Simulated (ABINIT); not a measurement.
# NbSi (Fm-3m) in ABINIT: reference runs

Reference runs on NbSi: the cell as given and a disturbed copy.

Program: ABINIT 10.8.3 (patched build). These are calculated values, not measurements. Logs are shortened: lines on timing, memory, paths and dates and some standing lists are left out, and cuts for length are marked. The log counts tension as positive stress, the text compression.

## 1. The structure

It takes space group Fm-3m (No. 225, cubic). The conventional cell has a = 5.148 Å, b = 5.148 Å, c = 5.148 Å, α = 90.00°, β = 90.00°, γ = 90.00°. Around Nb (site symmetry m-3m) lie 6 Si at 2.57 Å. Si (site symmetry m-3m) is surrounded by 6 Nb at 2.57 Å.

The cell was built by a generator and needn't be a form met in nature.

## 2. Single point, PBE

File run.abi:

```
# Pseudopotentials
pp_dirpath "./"
pseudos "Nb.GGA_PBE-JTH.xml, Si.GGA_PBE-JTH.xml"

# Structure
acell 3*1.0 Angstrom
rprim
     0.0000000000     2.5738300000     2.5738300000
     2.5738300000     0.0000000000     2.5738300000
     2.5738300000     2.5738300000     0.0000000000
ntypat 2
znucl 41 14
natom 2
typat 1 2
xcart
     0.0000000000     0.0000000000     0.0000000000
     2.5738300000     2.5738300000     2.5738300000 Angstrom

# Plane-wave basis
ecut 16.0
pawecutdg 32.0
pawxcdev 0

# k points
kptopt 1
ngkpt 9 9 9
nshiftk 1
shiftk 0.0 0.0 0.0

# Exchange and correlation
ixc 11

# Bands and occupations
nband 13
occopt 3
tsmear 0.05 eV

# SCF cycle
nstep 100
tolvrs 1.0e-9

# Output
iomode 3
prtwf 0
prteig 0
prtebands 0
prtden 1
prtvha 1
prtvclmb 1
prtpot 1
```

Potentials or basis: JTH PAW PBE v2.0.

Run with:

```bash
abinit run.abi > log 2>&1
```

run.abo:

```text
.Version 10.8.3 of ABINIT
 Symmetries : space group Fm -3 m (#225); Bravais cF (face-center cubic)
================================================================================
 Values of the parameters that define the memory need of the present run
     intxc =       0    ionmov =       0      iscf =      17    lmnmax =      18
     lnmax =       6     mgfft =      27  mpssoang =       3    mqgrid =    3001
     natom =       2  nloc_mem =       2    nspden =       1   nspinor =       1
    nsppol =       1      nsym =      48    n1xccc =       1    ntypat =       2
    occopt =       3   xclevel =       2
       mpw =         713          nfft =       19683          nkpt =          35
 PAW method is used; the additional fine FFT grid is defined by:
   mgfftf=        36    nfftf =     46656
================================================================================
================================================================================

--------------------------------------------------------------------------------
------------- Echo of variables that govern the present computation ------------
--------------------------------------------------------------------------------
 -outvars: echo values of preprocessed input variables --------
            acell      1.8897261259E+00  1.8897261259E+00  1.8897261259E+00 Bohr
              amu      9.29063800E+01  2.80855000E+01
             ecut      1.60000000E+01 Hartree
              ixc          11
         kptrlatt        9    0    0      0    9    0      0    0    9
          kptrlen      6.19064975E+01
            natom           2
            nband          13
            ngfft          27      27      27
          ngfftdg          36      36      36
             nkpt          35
            nstep         100
             nsym          48
           ntypat           2
           occopt           3
        pawecutdg      3.20000000E+01 Hartree
         pawxcdev           0
        prtebands           0
           prteig           0
           prtpot           1
         prtvclmb           1
           prtvha           1
            prtwf           0
            rprim      0.0000000000E+00  2.5738300000E+00  2.5738300000E+00
                       2.5738300000E+00  0.0000000000E+00  2.5738300000E+00
                       2.5738300000E+00  2.5738300000E+00  0.0000000000E+00
          spgroup         225
           tolvrs      1.00000000E-09
           tsmear      1.83746611E-03 Hartree
            typat      1  2
           useylm           1
           xangst      0.0000000000E+00  0.0000000000E+00  0.0000000000E+00
                       2.5738300000E+00  2.5738300000E+00  2.5738300000E+00
            xcart      0.0000000000E+00  0.0000000000E+00  0.0000000000E+00
                       4.8638337946E+00  4.8638337946E+00  4.8638337946E+00
             xred      0.0000000000E+00  0.0000000000E+00  0.0000000000E+00
                       5.0000000000E-01  5.0000000000E-01  5.0000000000E-01
[... 140 lines left out ...]
    1       0.000000000000      0.000000000000      0.000000000000
    2       0.000000000000      0.000000000000      0.000000000000

 cartesian coordinates (angstrom) at end:
    1      0.00000000000000     0.00000000000000     0.00000000000000
    2      2.57383000000000     2.57383000000000     2.57383000000000

 cartesian forces (hartree/bohr) at end:
    1     -0.00000000000000    -0.00000000000000    -0.00000000000000
    2     -0.00000000000000    -0.00000000000000    -0.00000000000000
 frms,max,avg= 0.0000000E+00 0.0000000E+00   0.000E+00  0.000E+00  0.000E+00 h/b

 cartesian forces (eV/Angstrom) at end:
    1     -0.00000000000000    -0.00000000000000    -0.00000000000000
    2     -0.00000000000000    -0.00000000000000    -0.00000000000000
 frms,max,avg= 0.0000000E+00 0.0000000E+00   0.000E+00  0.000E+00  0.000E+00 e/A
 length scales=  1.889726125908  1.889726125908  1.889726125908 bohr
              =  1.000000000000  1.000000000000  1.000000000000 angstroms
 Fermi (or HOMO) energy (hartree) =   0.41809   Average Vxc (hartree)=  -0.42614
 Eigenvalues (hartree) for nkpt=  35  k points:
 kpt#   1, nband= 13, wtk=  0.00137, kpt=  0.0000  0.0000  0.0000 (reduced coord)
  -1.61331   -0.73200   -0.73200   -0.73200    0.02669    0.37326    0.37326    0.37326
   0.39305    0.39305    0.50724    0.50724    0.50724
      occupation numbers for kpt#   1
   2.00000    2.00000    2.00000    2.00000    2.00000    2.00000    2.00000    2.00000
   2.00000    2.00000    0.00000    0.00000    0.00000
 prteigrs : prtvol=0 or 1, do not print more k-points.

--- !EnergyTerms
iteration_state     : {dtset: 1, }
comment             : Components of total free energy in Hartree
kinetic             :  1.46450966541881E+01
hartree             :  1.18375431146911E+01
xc                  : -9.00065475157373E+00
Ewald energy        : -4.94225206047220E+01
psp_core            :  1.50639924485827E+00
local_psp           : -4.75134654287700E+01
PAW spherical_terms :  1.64138570494805E+01
internal            : -6.15337447218478E+01
'-kT*entropy'       : -3.70292305219415E-04
total_energy        : -6.15341150141530E+01
total_energy_eV     : -1.67442857095474E+03
...

--- !EnergyTermsDC
iteration_state     : {dtset: 1, }
comment             : '"Double-counting" decomposition of free energy'
band_energy         : -5.19786477154809E+00
Ewald energy        : -4.94225206047220E+01
psp_core            :  1.50639924485827E+00
xc_dc               : -1.13456306798811E+01
PAW spherical_terms :  2.92587309936016E+00
internal            : -6.15337437119328E+01
'-kT*entropy'       : -3.70292305219415E-04
total_energy_dc     : -6.15341140042380E+01
total_energy_dc_eV  : -1.67442854347355E+03
...

--- !EnergyTermsWithPAWCore
iteration_state     : {dtset: 1, }
comment             : 'Components of total free energy, including PAW core contributions'
Total energy        : -4.11003787659734E+03
Total energy DC     : -4.11003787558743E+03
Total energy (eV)   : -1.11839828145702E+05
Total energy DC (eV): -1.11839828118221E+05
...

 Cartesian components of stress tensor (hartree/bohr^3)
  sigma(1 1)=  1.18593771E-05  sigma(3 2)=  0.00000000E+00
  sigma(2 2)=  1.18593771E-05  sigma(3 1)=  0.00000000E+00
  sigma(3 3)=  1.18593771E-05  sigma(2 1)=  0.00000000E+00

-Cartesian components of stress tensor (GPa)         [Pressure= -3.4891E-01 GPa]
- sigma(1 1)=  3.48914920E-01  sigma(3 2)=  0.00000000E+00
- sigma(2 2)=  3.48914920E-01  sigma(3 1)=  0.00000000E+00
- sigma(3 3)=  3.48914920E-01  sigma(2 1)=  0.00000000E+00

== END DATASET(S) ==============================================================
================================================================================

 -outvars: echo values of variables after computation  --------
            acell      1.8897261259E+00  1.8897261259E+00  1.8897261259E+00 Bohr
           etotal     -6.1534114004E+01
            fcart     -0.0000000000E+00 -0.0000000000E+00 -0.0000000000E+00
                      -0.0000000000E+00 -0.0000000000E+00 -0.0000000000E+00
            rprim      0.0000000000E+00  2.5738300000E+00  2.5738300000E+00
                       2.5738300000E+00  0.0000000000E+00  2.5738300000E+00
                       2.5738300000E+00  2.5738300000E+00  0.0000000000E+00
           strten      1.1859377067E-05  1.1859377067E-05  1.1859377067E-05
                       0.0000000000E+00  0.0000000000E+00  0.0000000000E+00
           xangst      0.0000000000E+00  0.0000000000E+00  0.0000000000E+00
                       2.5738300000E+00  2.5738300000E+00  2.5738300000E+00
             xred      0.0000000000E+00  0.0000000000E+00  0.0000000000E+00
                       5.0000000000E-01  5.0000000000E-01  5.0000000000E-01
 Calculation completed.
```

Wall time 26 s (1 thread of Arm Neoverse V1, shared host); peak memory 0.1 GiB.

Results:

| Property | Result |
| --- | --- |
| Free energy | -1674.4285 eV |
| Pressure | -0.3 GPa |
| Band gap on the k mesh | none (metal or under the smearing width) |
| Valence electrons inside the program's atomic spheres | Nb 10.19; Si 1.61 |

## 3. Single point, PBE

File run.py:

```python
import json, os
import numpy as np
from ase.units import GPa
from ase.calculators.abinit import Abinit, AbinitProfile
from ase import Atoms

atoms = Atoms(['Nb', 'Si'],
              cell=[[0.0, 2.57383, 2.57383], [2.57383, 0.0, 2.57383], [2.57383, 2.57383, 0.0]],
              scaled_positions=[[0.0, 0.0, 0.0], [0.5, 0.5, 0.5]],
              pbc=True)

profile = AbinitProfile(command='abinit', pp_paths=[os.path.abspath('pseudos')])
params = dict(
    pps='pawxml', xc='PBE',
    ecut=435.3822,
    pawecutdg=870.7644,
    pawxcdev=0,
    kptopt=1,
    ngkpt=[9, 9, 9],
    nshiftk=1,
    shiftk=[0.0, 0.0, 0.0],
    ixc=11,
    nband=13,
    occopt=3,
    tsmear=0.05,
    nstep=100,
    tolvrs=1e-09,
    prtwf=0,
    prtden=0,
)

atoms.calc = Abinit(profile=profile, directory='run', **params)
energy = atoms.get_potential_energy()
forces = atoms.get_forces()
stress = atoms.get_stress()
print(f'energy {energy:.6f} eV')
print('forces (eV/A)')
print(np.round(forces, 5))
print('stress (GPa, Voigt, tension positive)', np.round(stress / GPa, 4))
json.dump(dict(energy=energy, forces=forces.tolist(), stress=stress.tolist(), cell=atoms.cell.tolist(), frac=atoms.get_scaled_positions(wrap=False).tolist()), open('results.json', 'w'))
```

Potentials or basis: JTH PAW PBE v2.0.

Run with:

```bash
python run.py
```

It took 26 s on 1 thread of Arm Neoverse V1, shared host; peak memory 0.1 GiB.

Results (log left out):

```
Free energy                                           : -1674.4285 eV
Pressure                                              : -0.3 GPa
Band gap on the k mesh                                : none (metal or under the smearing width)
Valence electrons inside the program's atomic spheres : Nb 10.19; Si 1.61
```

Levels at points of the mesh, in eV from the Fermi level:
| k point | band 7 | band 8 | band 9 | band 10 | band 11 | band 12 |
| --- | --- | --- | --- | --- | --- | --- |
| (0.00, 0.00, 0.00) | -1.22 | -1.22 | -0.68 | -0.68 | 2.43 | 2.43 |

## 4. Single point, PBE (atoms moved at random, drawn with an rms of 0.05 Å)

File run.abi:

```
pp_dirpath "./"
pseudos "Nb.GGA_PBE-JTH.xml, Si.GGA_PBE-JTH.xml"

acell 3*1.0 Angstrom
rprim
     0.0000000000     2.5738300000     2.5738300000
     2.5738300000     0.0000000000     2.5738300000
     2.5738300000     2.5738300000     0.0000000000
ntypat 2
znucl 41 14
natom 2
typat 1 2
xred
    -0.0004460000    -0.0017470000    -0.0063790000
     0.5090450000     0.5005280000     0.4925330000
chkprim 0
chksymtnons 0
tolsym 1.0e-6

ecut 16.0
pawecutdg 32.0
pawxcdev 0

kptopt 1
ngkpt 9 9 9
nshiftk 1
shiftk 0.0 0.0 0.0

ixc 11

nband 13
occopt 3
tsmear 0.05 eV

nstep 100
tolvrs 1.0e-9

iomode 3
prtwf 0
prtden 0
prteig 0
prtebands 0
```

Potentials or basis: JTH PAW PBE v2.0.

Run with:

```bash
abinit run.abi > log 2>&1
```

run.abo:

```text
.Version 10.8.3 of ABINIT
 Symmetries : space group P1 (#  1); Bravais aP (primitive triclinic)
================================================================================
 Values of the parameters that define the memory need of the present run
     intxc =       0    ionmov =       0      iscf =      17    lmnmax =      18
     lnmax =       6     mgfft =      27  mpssoang =       3    mqgrid =    3001
     natom =       2  nloc_mem =       2    nspden =       1   nspinor =       1
    nsppol =       1      nsym =       1    n1xccc =       1    ntypat =       2
    occopt =       3   xclevel =       2
       mpw =         713          nfft =       19683          nkpt =         365
 PAW method is used; the additional fine FFT grid is defined by:
   mgfftf=        36    nfftf =     46656
================================================================================
================================================================================

--------------------------------------------------------------------------------
------------- Echo of variables that govern the present computation ------------
--------------------------------------------------------------------------------
 -outvars: echo values of preprocessed input variables --------
            acell      1.8897261259E+00  1.8897261259E+00  1.8897261259E+00 Bohr
              amu      9.29063800E+01  2.80855000E+01
          chkprim           0
      chksymtnons           0
             ecut      1.60000000E+01 Hartree
                       outvar_i_n : Printing only first  50 k-points.
              ixc          11
                       outvar_i_n : Printing only first  50 k-points.
         kptrlatt        9    0    0      0    9    0      0    0    9
          kptrlen      6.19064975E+01
            natom           2
            nband          13
            ngfft          27      27      27
          ngfftdg          36      36      36
             nkpt         365
            nstep         100
             nsym           1
           ntypat           2
                       prtocc : prtvol=0, do not print more k-points.
           occopt           3
        pawecutdg      3.20000000E+01 Hartree
         pawxcdev           0
           prtden           0
        prtebands           0
           prteig           0
            prtwf           0
            rprim      0.0000000000E+00  2.5738300000E+00  2.5738300000E+00
                       2.5738300000E+00  0.0000000000E+00  2.5738300000E+00
                       2.5738300000E+00  2.5738300000E+00  0.0000000000E+00
[... 172 lines left out ...]
 Eigenvalues (hartree) for nkpt= 365  k points:
 kpt#   1, nband= 13, wtk=  0.00137, kpt=  0.0000  0.0000  0.0000 (reduced coord)
  -1.61327   -0.73199   -0.73197   -0.73195    0.02670    0.37302    0.37310    0.37325
   0.39272    0.39300    0.50753    0.50765    0.50779
      occupation numbers for kpt#   1
   2.00000    2.00000    2.00000    2.00000    2.00000    2.00000    2.00000    2.00000
   2.00000    2.00000    0.00000    0.00000    0.00000
 prteigrs : prtvol=0 or 1, do not print more k-points.

--- !EnergyTerms
iteration_state     : {dtset: 1, }
comment             : Components of total free energy in Hartree
kinetic             :  1.46460355264515E+01
hartree             :  1.18400250791547E+01
xc                  : -9.00087073333906E+00
Ewald energy        : -4.94201645844042E+01
psp_core            :  1.50639924485827E+00
local_psp           : -4.75194467786242E+01
PAW spherical_terms :  1.64145381361250E+01
internal            : -6.15334841097780E+01
'-kT*entropy'       : -3.68970484295665E-04
total_energy        : -6.15338530802623E+01
total_energy_eV     : -1.67442144337046E+03
...

--- !EnergyTermsDC
iteration_state     : {dtset: 1, }
comment             : '"Double-counting" decomposition of free energy'
band_energy         : -5.19769536518329E+00
Ewald energy        : -4.94201645844042E+01
psp_core            :  1.50639924485827E+00
xc_dc               : -1.13480535541534E+01
PAW spherical_terms :  2.92603494252306E+00
internal            : -6.15334793163595E+01
'-kT*entropy'       : -3.68970484295665E-04
total_energy_dc     : -6.15338482868438E+01
total_energy_dc_eV  : -1.67442131293490E+03
...

--- !EnergyTermsWithPAWCore
iteration_state     : {dtset: 1, }
comment             : 'Components of total free energy, including PAW core contributions'
Total energy        : -4.11003761466345E+03
Total energy DC     : -4.11003760987003E+03
Total energy (eV)   : -1.11839821018118E+05
Total energy DC (eV): -1.11839820887682E+05
...

 Cartesian components of stress tensor (hartree/bohr^3)
  sigma(1 1)=  1.22330902E-05  sigma(3 2)=  2.18951857E-06
  sigma(2 2)=  8.57425963E-06  sigma(3 1)=  3.30299421E-07
  sigma(3 3)=  4.92572997E-06  sigma(2 1)=  2.24028074E-07

-Cartesian components of stress tensor (GPa)         [Pressure= -2.5236E-01 GPa]
- sigma(1 1)=  3.59909939E-01  sigma(3 2)=  6.44178604E-02
- sigma(2 2)=  2.52263428E-01  sigma(3 1)=  9.71774446E-03
- sigma(3 3)=  1.44919979E-01  sigma(2 1)=  6.59113350E-03

== END DATASET(S) ==============================================================
================================================================================

 -outvars: echo values of variables after computation  --------
            acell      1.8897261259E+00  1.8897261259E+00  1.8897261259E+00 Bohr
           etotal     -6.1533848287E+01
            fcart      6.1785784676E-04  4.3671269286E-03  6.1277720635E-03
                      -6.1785784676E-04 -4.3671269286E-03 -6.1277720635E-03
            rprim      0.0000000000E+00  2.5738300000E+00  2.5738300000E+00
                       2.5738300000E+00  0.0000000000E+00  2.5738300000E+00
                       2.5738300000E+00  2.5738300000E+00  0.0000000000E+00
           strten      1.2233090191E-05  8.5742596330E-06  4.9257299749E-06
                       2.1895185716E-06  3.3029942059E-07  2.2402807402E-07
           xangst     -2.0914942580E-02 -1.7566389750E-02 -5.6444091900E-03
                       2.5559701936E+00  2.5778915037E+00  2.5984692746E+00
             xred     -4.4600000000E-04 -1.7470000000E-03 -6.3790000000E-03
                       5.0904500000E-01  5.0052800000E-01  4.9253300000E-01
 Calculation completed.
```

Run time: 3.7 min. Hardware: 1 thread of Arm Neoverse V1, shared host; peak memory 0.21 GiB.

What came out:

| Item | Value |
| --- | --- |
| Free energy | -1674.4213 eV |
| Pressure | -0.3 GPa |
| Largest force | 0.388 eV/Å |
| Band gap on the k mesh | none (metal or under the smearing width) |
| Valence electrons inside the program's atomic spheres | Nb 10.17; Si 1.62 |

Forces on the atoms (eV/Å):
```
Nb   0.032  0.225  0.315
Si  -0.032 -0.225 -0.315
```

Stress tensor (GPa, compression positive):
```
-0.36 -0.01 -0.01
-0.01 -0.25 -0.06
-0.01 -0.06 -0.14
```
